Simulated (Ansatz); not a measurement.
# AsF2+ (singlet): wave-function methods side by side, cc-pVTZ

One table from this session's results is given with a row withheld; the runs are named, their logs left out.

The runs use Ansatz 0.2.0, Gaussian basis; cc-pVTZ, core rule «outside noble gas», up to 16 orbitals frozen.

The runs, in order: UHF; CCSD(T) on RHF; BCCD(T) on RHF; CCSDT(Q) on RHF; CASSCF and NEVPT2, 18 electrons in 12 orbitals.

4 further runs of the same task are left out: 4 set aside as unsound or not needed.

## The system

The geometry is a PBE0/def2-TZVP stationary point (not a proven minimum) of the parent state, kept for this charge and spin. No spin-orbit coupling is included. The filled d shell of As may be among the frozen orbitals whatever the setting's name suggests; the logs give the count.

3 atoms, charge 1, spin multiplicity 1.

Atoms are counted from 1 here; the program's logs count them from 0.

Bond lengths: As1–F2 1.730 Å, As1–F3 1.730 Å. Angles: F2–As1–F3 96.5°.

Set-up of the first run:

File in.yaml:

```yaml
crystal:
  periodic: [false, false, false]
  atoms:
    - {symbol: As, position_ang: [0.000000, -0.387542, 0.000000]}
    - {symbol: F, position_ang: [0.000000, 0.764150, -1.290593]}
    - {symbol: F, position_ang: [0.000000, 0.764150, 1.290593]}
basis:
  gaussian: {orbitals: cc-pVTZ}
total_charge: 1
magnetization: {spin_polarized: true, initial_magnetization: 0}
hamiltonian: {xc: hf}
output: {orbitals: {seedname: orbitals}}
```

The run is started by

```bash
> ansatz run in.yaml --threads 1 --pin off --events-out ev --progress --plain --max-ram 4096MiB --backend cpu
```

Steps of the session up to this table: UHF; CCSD(T) on RHF; BCCD(T) on RHF; CCSDT(Q) on RHF; CASSCF and NEVPT2, 18 electrons in 12 orbitals.

One of the session's tables, all rows but one given; the rest of the session is left out.

| method | from RCCSDT(Q) (kJ/mol) |
| --- | --- |
| RHF | +1714.1 |
| RMP2 | +67.8 |
| RCCSD | +69.8 |
| RCCSD(T) | +5.5 |
| BCCD(T) | ? |
| RCCSDT | +4.2 |
| RCCSDT(Q) | 0 |
| CASSCF valence | +1440.9 |
| NEVPT2 valence | +194.3 |

Q: Estimate the row for BCCD(T) from the others.

**Answer.** from RCCSDT(Q) (kJ/mol): +3.9. In the column «from RCCSDT(Q) (kJ/mol)» it lies between RCCSDT(Q) (0) and RCCSDT (+4.2).
